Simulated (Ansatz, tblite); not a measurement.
**n-GeGeGeGeSiH12 (SiGe4H12): rung by rung**

How do method and basis change the picture of n-GeGeGeGeSiH12 (SiGe4H12) (singlet)?

Computed with Ansatz 0.2.0, Gaussian basis. Level: as each input shows.

Plan: GFN1-xTB, GFN2-xTB, PBE-D4/def2-TZVP, r2SCAN-D4/def2-TZVP, BHLYP-D4/def2-TZVP, B3LYP-D4/def2-TZVP, BLYP-D4/def2-TZVP, PBE-D4/def2-SVP, PBE0-D4/def2-SVP, HF/STO-3G, HF/6-31G, B3LYP-D4/6-31G, MP2/def2-TZVP, RPA/def2-TZVP.

2 further runs of the same task are left out: 2 set aside as unsound or not needed. Runs told in other sessions of the task aren't counted.

## (1) The structure

The singlet was relaxed beforehand with r2SCAN-D4/def2-SVP.

17 atoms, charge 0, spin multiplicity 1.

Bond lengths: Ge1–Ge2 2.419 Å, Ge1–H6 1.537 Å, Ge1–H7 1.537 Å, Ge1–H8 1.537 Å, Ge2–Ge3 2.425 Å, Ge2–H9 1.540 Å, Ge2–H10 1.540 Å, Ge3–Ge4 2.423 Å, Ge3–H11 1.540 Å, Ge3–H12 1.540 Å, Ge4–Si5 2.380 Å, Ge4–H13 1.539 Å, Ge4–H14 1.539 Å, Si5–H15 1.495 Å, Si5–H16 1.495 Å, Si5–H17 1.494 Å. Angles: Ge2–Ge1–H6 111.5°, Ge2–Ge1–H7 110.3°, Ge2–Ge1–H8 109.5°, H6–Ge1–H7 108.6°, H6–Ge1–H8 108.7°, H7–Ge1–H8 108.2°, Ge1–Ge2–Ge3 109.9°, Ge1–Ge2–H9 109.4°, Ge1–Ge2–H10 110.0°, Ge3–Ge2–H9 111.0°, Ge3–Ge2–H10 109.0°, H9–Ge2–H10 107.6°, Ge2–Ge3–Ge4 109.1°, Ge2–Ge3–H11 111.1°, Ge2–Ge3–H12 109.2°, Ge4–Ge3–H11 110.3°, Ge4–Ge3–H12 109.4°, H11–Ge3–H12 107.7° and more.

PBE0-D4/def2-TZVP was run before; its log isn't repeated, and its numbers join the tables.

## (2) GFN1-xTB

Tight binding, by tblite at 300 K electronic temperature and without a spin-polarisation term:

```python
tblite.interface.Calculator('GFN1-xTB', numbers, positions, charge=0, uhf=0).singlepoint()
```

Energy -408.4298 eV, HOMO -11.49 eV, LUMO -7.92 eV; 0.013 s.

## (3) GFN2-xTB

Tight binding, by tblite at 300 K electronic temperature and without a spin-polarisation term:

```python
tblite.interface.Calculator('GFN2-xTB', numbers, positions, charge=0, uhf=0).singlepoint()
```

Energy -423.4104 eV, HOMO -10.10 eV, LUMO -5.59 eV; 0.009 s.

## (4) PBE-D4/def2-TZVP

start.molden holds the orbitals of an earlier run on this state, given as this run's starting guess.

Contents of in.yaml:

```yaml
crystal:
  periodic: [false, false, false]
  atoms:
    - {symbol: Ge, position_ang: [-0.382388, 2.703831, -0.459625]}
    - {symbol: Ge, position_ang: [0.979901, 0.991261, -1.491453]}
    - {symbol: Ge, position_ang: [-0.243338, -1.101670, -1.570732]}
    - {symbol: Ge, position_ang: [0.112421, -2.306936, 0.500678]}
    - {symbol: Si, position_ang: [-0.256343, -0.894578, 2.380581]}
    - {symbol: H, position_ang: [0.456844, 3.931863, -0.070528]}
    - {symbol: H, position_ang: [-1.061689, 2.154549, 0.805266]}
    - {symbol: H, position_ang: [-1.479390, 3.146900, -1.441341]}
    - {symbol: H, position_ang: [1.387900, 1.444948, -2.905194]}
    - {symbol: H, position_ang: [2.271669, 0.785800, -0.677940]}
    - {symbol: H, position_ang: [0.201940, -1.957677, -2.770879]}
    - {symbol: H, position_ang: [-1.745079, -0.803249, -1.738898]}
    - {symbol: H, position_ang: [-0.806661, -3.539730, 0.570787]}
    - {symbol: H, position_ang: [1.567786, -2.807815, 0.522846]}
    - {symbol: H, position_ang: [-0.041697, -1.640339, 3.658044]}
    - {symbol: H, position_ang: [0.692476, 0.260049, 2.331649]}
    - {symbol: H, position_ang: [-1.654333, -0.367217, 2.356730]}
basis:
  gaussian: {orbitals: def2-TZVP, initial_orbitals: start.molden}
hamiltonian: {xc: pbe, dispersion: d4}
scf: {omitted_lower_state_checks: [starts]}
output: {orbitals: {seedname: orbitals}}
```

Command:

```bash
ansatz run in.yaml --threads 4 --pin off --events-out ev --progress --plain --max-ram 4787MiB
```

Further steps of the session: r2SCAN-D4/def2-TZVP; BHLYP-D4/def2-TZVP; B3LYP-D4/def2-TZVP; BLYP-D4/def2-TZVP; PBE-D4/def2-SVP; PBE0-D4/def2-SVP; HF/STO-3G; HF/6-31G; B3LYP-D4/6-31G; MP2/def2-TZVP; RPA/def2-TZVP.

**Question.** What will the summary of the whole plan be? Wanted: gap in def2-TZVP, named functionals, smallest and largest; correlation energy, MP2/def2-TZVP; binding an atom, functionals in def2-TZVP; PBE0 total energy, smallest basis above largest.

The runs gave:

| quantity | value |
| --- | --- |
| gap in def2-TZVP, named functionals, smallest and largest | 5.37 eV (BLYP-D4), 8.95 eV (BHLYP-D4) |
| correlation energy, MP2/def2-TZVP | -31.18 eV |
| binding an atom, functionals in def2-TZVP | 2.70 (BLYP-D4) to 2.78 eV (r2SCAN-D4) |
| PBE0 total energy, smallest basis above largest | 31.25 eV (def2-SVP, def2-TZVP) |

**Reading.** Orbital gaps of the named functionals in def2-TZVP span 5.37 eV (BLYP-D4) to 8.95 eV (BHLYP-D4); exact exchange widens it.
